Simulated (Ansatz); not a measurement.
# KMgPd3: the cost of one run

Program: Ansatz 0.2.0. Level of theory: DFT PBE, scalar-relativistic, plane waves, PAW. These are calculated values, not measurements.

**1. The starting structure**

It takes space group Pm-3m (No. 221, cubic). The conventional cell has a = 4.294 Å, b = 4.294 Å, c = 4.294 Å, α = 90.00°, β = 90.00°, γ = 90.00°. K (site symmetry m-3m) has 12 Pd at 3.04 Å as nearest neighbours. Mg (site symmetry m-3m) has 6 Pd at 2.15 Å as nearest neighbours. Pd (site symmetry 4/mmm) has 2 Mg at 2.15 Å as nearest neighbours.

As a file:

```cif
data_structure
_symmetry_space_group_name_H-M 'P 1'
_symmetry_Int_Tables_number 1
_cell_length_a 4.2937
_cell_length_b 4.2937
_cell_length_c 4.2937
_cell_angle_alpha 90.000
_cell_angle_beta 90.000
_cell_angle_gamma 90.000
_cell_volume 79.16
loop_
_atom_site_label
_atom_site_type_symbol
_atom_site_fract_x
_atom_site_fract_y
_atom_site_fract_z
_atom_site_occupancy
K1 K 0.50000 0.50000 0.50000 1
Mg1 Mg 0.00000 0.00000 0.00000 1
Pd1 Pd 0.50000 0.00000 0.00000 1
Pd2 Pd 0.00000 0.50000 0.00000 1
Pd3 Pd 0.00000 0.00000 0.50000 1
```

Recipe of the guess: species swapped into a database cell of KTaO3 (Pm-3m, No. 221), with Mg on the Ta sites and Pd on the O sites. The dimensions are guesses.

**2. Probe: one point on a coarse mesh**

Input file input.yaml:

```yaml
crystal:
  lattice:
    - [4.29369641, 0.0, 0.0]
    - [0.0, 4.29369641, 0.0]
    - [0.0, 0.0, 4.29369641]
  atoms:
    - { symbol: K, position: [0.5, 0.5, 0.5] }
    - { symbol: Mg, position: [0.0, 0.0, 0.0] }
    - { symbol: Pd, position: [0.5, 0.0, 0.0] }
    - { symbol: Pd, position: [0.0, 0.5, 0.0] }
    - { symbol: Pd, position: [0.0, 0.0, 0.5] }
basis:
  ecutwfc: 420
kpoints:
  mp_grid: { grid: [4, 4, 4] }
hamiltonian:
  xc: pbe
scf:
  occupations: { method: gaussian, width: 0.1 }
  lower_state_search: "off"
output:
  forces: true
  stress: true
  eigenvalues: true
```

The run is started by

```bash
$ ansatz run input.yaml --threads 1 --pin off --max-ram 2560MiB --backend cpu --events-out ev --progress --plain --runs-dir out
```

**Question.** How long does this run take on 1 thread of Arm Neoverse V2, shared host, and how much memory does it need?

About 1.7 s, with a peak of 0.32 GiB.
